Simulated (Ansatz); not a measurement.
What does this script print? It uses Ansatz's Python interface.

`torsion_c2h4bclte.py`:
```python
# -*- coding: utf-8 -*-
'''Energy of C2H4BClTe as one group turns about a bond.'''

import ansatz
from ase import Atoms

SETTINGS = {
    'basis_set': 'def2-SVP',
    'functional': 'r2SCAN',
    'force_tol': 0.02,
}


def main():
    atoms = Atoms(['B', 'C', 'C', 'Cl', 'Te', 'H', 'H', 'H', 'H'], positions=[
        (1.733, -0.1504, -0.5544),
        (0.3647, -0.353, 0.2561),
        (-0.8966, -0.0734, -0.2106),
        (-1.0993, 0.6172, -1.7974),
        (-2.5327, -0.4733, 1.0319),
        (1.6555, 0.3614, -1.6588),
        (2.7561, -0.3752, -0.0832),
        (0.5205, -0.7506, 1.2454),
        (-2.4127, 1.1509, 1.7538),
    ])

    # relax first, so that the scan starts from a minimum
    first = (
        ansatz.Crystal.molecule_from_ase(atoms).calculation()
        .basis(gaussian=SETTINGS['basis_set'])  # the orbital basis, by name
        .functional(SETTINGS['functional'])
        .relax(force_tolerance=SETTINGS['force_tol'], max_steps=80)  # relax until the tolerances are met
    )
    atoms.positions = first.run(threads=1).report['positions_ang']

    start = atoms.get_dihedral(2, 1, 0, 5)
    energies = {}
    for turn in range(0, 360, 30):
        turned = atoms.copy()
        turned.set_dihedral(2, 1, 0, 5, start + turn, indices=[0, 5, 6])
        model = (
            ansatz.Crystal.molecule_from_ase(turned).calculation()
            .basis(gaussian=SETTINGS['basis_set'])  # the orbital basis, by name
            .functional(SETTINGS['functional'])
        )
        energies[round((start + turn) % 360)] = model.run(threads=1).report['free_energy_ev']
    floor = min(energies.values())
    print('dihedral C2-C1-B0-H5 (deg)   E - E(min) (kJ/mol)')
    for angle, e in sorted(energies.items()):
        print(f'{angle:8d} {96.485332 * (e - floor):14.3f}  ' + '#' * int(30 * (e - floor) / max(max(energies.values()) - floor, 1e-9)))


if __name__ == '__main__':
    main()
```

Output of `python torsion_c2h4bclte.py`:
```text
dihedral C2-C1-B0-H5 (deg)   E - E(min) (kJ/mol)
       0          0.000
      30          8.427  ######
      60         28.821  ####################
      90         41.437  #############################
     120         28.435  ####################
     150          8.270  #####
     180          0.355
     210          8.728  ######
     240         29.064  #####################
     270         41.445  ##############################
     300         28.207  ####################
     330          7.977  #####
```

Caveats:
- The scan is rigid and the energies are electronic, in a modest basis. With rigid groups the curve can differ much from the relaxed path, the start wasn't checked as a minimum of this torsion, and equivalent turns needn't return to the same energy.
- def2 sets replace the cores of elements past krypton by effective core potentials.
- It ran for 4.3 min on 1 thread of Arm Neoverse V1 (shared host), peak memory 0.25 GiB.

(A comment or docstring line of the script was reworded after the run, the code is as it ran.)
